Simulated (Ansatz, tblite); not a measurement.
# The cluster Be₉H₂₆O₉: a ladder of methods and basis sets

Aim: run the singlet of the cluster Be₉H₂₆O₉ at one geometry on many levels, and compare frontier levels, spin and run time.

Method: as each input shows; program: Ansatz 0.2.0, Gaussian basis.

The runs, in order: GFN1-xTB, GFN2-xTB, PBE-D4/def2-TZVP, r2SCAN-D4/def2-TZVP, LDA/def2-TZVP, LC-ωPBE/def2-TZVP, B2PLYP/def2-TZVP, PBE-D4/def2-SVP, PBE0-D4/def2-SVP, HF/6-31G, B3LYP-D4/6-31G, MP2/def2-TZVP, RPA/def2-TZVP.

## 1. The geometry

The geometry is that of the singlet, from an earlier relaxation (r2SCAN-D4/def2-SVP, loosely relaxed).

44 atoms, charge 0, spin multiplicity 1.

Bond lengths: Be1–O10 1.691 Å, Be1–O11 1.660 Å, Be1–O13 1.811 Å, Be1–H19 1.378 Å, Be2–O10 1.605 Å, Be2–O12 1.932 Å, Be2–O14 1.713 Å, Be2–H20 1.373 Å, Be3–O13 1.665 Å, Be3–O14 1.828 Å, Be3–O15 1.763 Å, Be3–H21 1.368 Å, Be4–O11 1.598 Å, Be4–O16 1.637 Å, Be4–H23 1.376 Å, Be5–O13 1.568 Å, Be5–O17 1.717 Å, Be5–H24 1.351 Å and more. Angles: O10–Be1–O11 105.0°, O10–Be1–O13 100.2°, O10–Be1–H19 116.5°, O11–Be1–O13 102.7°, O11–Be1–H19 118.6°, O13–Be1–H19 111.3°, O10–Be2–O12 89.4°, O10–Be2–O14 104.7°, O10–Be2–H20 130.5°, O12–Be2–O14 106.8°, O12–Be2–H20 105.9°, O14–Be2–H20 114.5°, O13–Be3–O14 85.7°, O13–Be3–O15 103.9°, O13–Be3–H21 133.9°, O14–Be3–O15 101.8°, O14–Be3–H21 120.2°, O15–Be3–H21 106.4° and more.

PBE0-D4/def2-TZVP was run before; its log isn't repeated, and its numbers join the tables.

## 2. GFN1-xTB

Tight binding, by tblite at 300 K electronic temperature and without a spin-polarisation term:

```python
tblite.interface.Calculator('GFN1-xTB', numbers, positions, charge=0, uhf=0).singlepoint()
```

Energy -1737.3993 eV, HOMO -9.22 eV, LUMO -3.94 eV; 0.063 s.

## 3. GFN2-xTB

Tight binding, by tblite at 300 K electronic temperature and without a spin-polarisation term:

```python
tblite.interface.Calculator('GFN2-xTB', numbers, positions, charge=0, uhf=0).singlepoint()
```

Energy -1545.9759 eV, HOMO -10.33 eV, LUMO -3.79 eV; 0.066 s.

## 4. PBE-D4/def2-TZVP

start.molden holds the orbitals of an earlier run on this state, given as this run's starting guess.

in.yaml reads:

```yaml
crystal:
  periodic: [false, false, false]
  atoms:
    - {symbol: Be, position_ang: [-1.526738, -2.033715, -0.654394]}
    - {symbol: Be, position_ang: [-1.791701, 0.554030, -1.966285]}
    - {symbol: Be, position_ang: [-1.654897, 0.275866, 0.755278]}
    - {symbol: Be, position_ang: [0.768652, -1.640523, -2.437113]}
    - {symbol: Be, position_ang: [-0.041918, -1.971332, 1.594570]}
    - {symbol: Be, position_ang: [0.455303, 0.006226, -0.221546]}
    - {symbol: Be, position_ang: [0.502861, 1.956106, 1.926709]}
    - {symbol: Be, position_ang: [1.847756, 0.136769, 2.475107]}
    - {symbol: Be, position_ang: [-0.245590, 0.391887, 3.479228]}
    - {symbol: O, position_ang: [-2.402740, -0.850135, -1.486117]}
    - {symbol: O, position_ang: [-0.349807, -2.525530, -1.717272]}
    - {symbol: O, position_ang: [-0.636412, -0.390166, -3.194195]}
    - {symbol: O, position_ang: [-0.605697, -0.992788, 0.507140]}
    - {symbol: O, position_ang: [-0.811075, 1.069580, -0.659322]}
    - {symbol: O, position_ang: [-0.956790, 1.139728, 2.123827]}
    - {symbol: O, position_ang: [1.365572, -0.542245, -1.380125]}
    - {symbol: O, position_ang: [0.586170, -0.963755, 2.835099]}
    - {symbol: O, position_ang: [1.380053, 0.814541, 0.960758]}
    - {symbol: H, position_ang: [-2.262189, -2.993513, 0.006743]}
    - {symbol: H, position_ang: [-2.359157, 1.573595, -2.690675]}
    - {symbol: H, position_ang: [-3.012587, 0.372136, 0.889806]}
    - {symbol: H, position_ang: [-2.092720, 3.687648, 0.936317]}
    - {symbol: H, position_ang: [1.568594, -2.026183, -3.487588]}
    - {symbol: H, position_ang: [0.288654, -3.268844, 1.770825]}
    - {symbol: H, position_ang: [3.415556, -2.059652, 0.702353]}
    - {symbol: H, position_ang: [-0.353839, 3.952751, -1.551421]}
    - {symbol: H, position_ang: [0.627872, 3.281079, 1.672925]}
    - {symbol: H, position_ang: [4.217050, -0.298207, -2.398584]}
    - {symbol: H, position_ang: [3.147545, -0.055959, 2.780631]}
    - {symbol: H, position_ang: [-0.756609, 0.411974, 4.726962]}
    - {symbol: H, position_ang: [1.090916, 1.312039, 3.248831]}
    - {symbol: H, position_ang: [-3.317477, -0.835189, -1.168948]}
    - {symbol: H, position_ang: [-2.765993, 3.348974, 0.831972]}
    - {symbol: H, position_ang: [-0.264585, -3.486293, -1.760614]}
    - {symbol: H, position_ang: [2.833695, -2.321857, 0.291649]}
    - {symbol: H, position_ang: [-1.296940, -1.046538, -3.493786]}
    - {symbol: H, position_ang: [-0.353222, 0.110538, -3.977297]}
    - {symbol: H, position_ang: [-0.877943, 3.579017, -1.958688]}
    - {symbol: H, position_ang: [-0.710522, 2.037239, -0.697541]}
    - {symbol: H, position_ang: [-1.697531, 1.706906, 2.407137]}
    - {symbol: H, position_ang: [3.765403, -0.795634, -2.756240]}
    - {symbol: H, position_ang: [2.287361, -0.312330, -1.549243]}
    - {symbol: H, position_ang: [0.878414, -1.570067, 3.541283]}
    - {symbol: H, position_ang: [2.165653, 1.246526, 0.583743]}
basis:
  gaussian: {orbitals: def2-TZVP, fitting: {mean_field: def2-universal-jkfit}, initial_orbitals: start.molden}
hamiltonian: {xc: pbe, dispersion: d4}
scf: {omitted_lower_state_checks: [starts]}
output: {orbitals: {seedname: orbitals}}
```

On the command line:

```
$ ansatz run in.yaml --threads 2 --pin off --events-out ev --progress --plain --max-ram 22528MiB --backend cuda --devices 0, --max-vram 18GiB
```

The runs that follow: r2SCAN-D4/def2-TZVP; LDA/def2-TZVP; LC-ωPBE/def2-TZVP; B2PLYP/def2-TZVP; PBE-D4/def2-SVP; PBE0-D4/def2-SVP; HF/6-31G; B3LYP-D4/6-31G; MP2/def2-TZVP; RPA/def2-TZVP.

**Question.** What will the summary of the whole plan be? Wanted: gap in def2-TZVP, named functionals, smallest and largest; correlation energy, MP2/def2-TZVP; binding an atom, functionals in def2-TZVP; PBE0 total energy, smallest basis above largest.

As calculated:

| quantity | value |
| --- | --- |
| gap in def2-TZVP, named functionals, smallest and largest | 3.67 eV (LDA), 10.57 eV (LC-ωPBE) |
| correlation energy, MP2/def2-TZVP | -83.69 eV |
| binding an atom, functionals in def2-TZVP | 3.44 (PBE0-D4) to 3.93 eV (LDA) |
| PBE0 total energy, smallest basis above largest | 25.83 eV (def2-SVP, def2-TZVP) |

What this shows: Orbital gaps of the named functionals in def2-TZVP span 3.67 eV (LDA) to 10.57 eV (LC-ωPBE); exact exchange widens it.
